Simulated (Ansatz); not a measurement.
# LaP2Ru2: the cost of one run

Program: Ansatz 0.2.0. Level of theory: DFT PBEsol, scalar-relativistic, plane waves, PAW. These are calculated values, not measurements.

## Step 1: The starting structure

It takes space group I4/mmm (No. 139, tetragonal). Conventional cell: a = 4.014 Å, b = 4.014 Å, c = 10.595 Å, α = 90.00°, β = 90.00°, γ = 90.00°. Around La (site symmetry 4/mmm) lie 8 P at 3.21 Å and 8 Ru at 3.32 Å. Around P (site symmetry 4mm) lie 4 Ru at 2.32 Å and 4 La at 3.21 Å. Around Ru (site symmetry -4m2) lie 4 P at 2.32 Å.

Structure file:

```
La P Ru
1.0
    -2.00693    2.00693    5.29752
     2.00693   -2.00693    5.29752
     2.00693    2.00693   -5.29752
La P Ru
1 2 2
Direct
  0.00000 0.00000 0.00000
  0.64074 0.64074 0.00000
  0.35926 0.35926 0.00000
  0.75000 0.25000 0.50000
  0.25000 0.75000 0.50000
```

It goes back to an entry of the Materials Project.

This cell was relaxed beforehand with the same method: volume 17.07 Å³/atom, gap on the mesh none (metal).

## Step 2: The cell scaled to 0.97 of its volume

Input file input.yaml:

```yaml
crystal:
  lattice:
    - [-1.9866548722, 1.9866548722, 5.2440072293]
    - [1.9866548722, -1.9866548722, 5.2440072293]
    - [1.9866548722, 1.9866548722, -5.2440072293]
  atoms:
    - { symbol: La, position: [0.0, 0.0, 0.0] }
    - { symbol: P, position: [0.6407418046, 0.6407418046, 0.0] }
    - { symbol: P, position: [0.3592581954, 0.3592581954, 0.0] }
    - { symbol: Ru, position: [0.75, 0.25, 0.5] }
    - { symbol: Ru, position: [0.25, 0.75, 0.5] }
basis:
  ecutwfc: 420
kpoints:
  mp_grid: { grid: [12, 12, 12] }
hamiltonian:
  xc: pbesol
scf:
  occupations: { method: gaussian, width: 0.1 }
output:
  forces: true
  stress: true
  eigenvalues: true
relax:
  adjacent_minimum: "off"
  f_tol: 0.01
  max_steps: 30
  cell: { stress_tol: 0.1, fix: [volume] }
```

Command:

```
> ansatz run input.yaml --threads 2 --pin off --max-ram 5120MiB --backend cpu --events-out ev --progress --plain --runs-dir out
```

What time and memory should one allow on 2 threads of Arm Neoverse V1, shared host?

About 1.7 min, with a peak of 0.63 GiB.
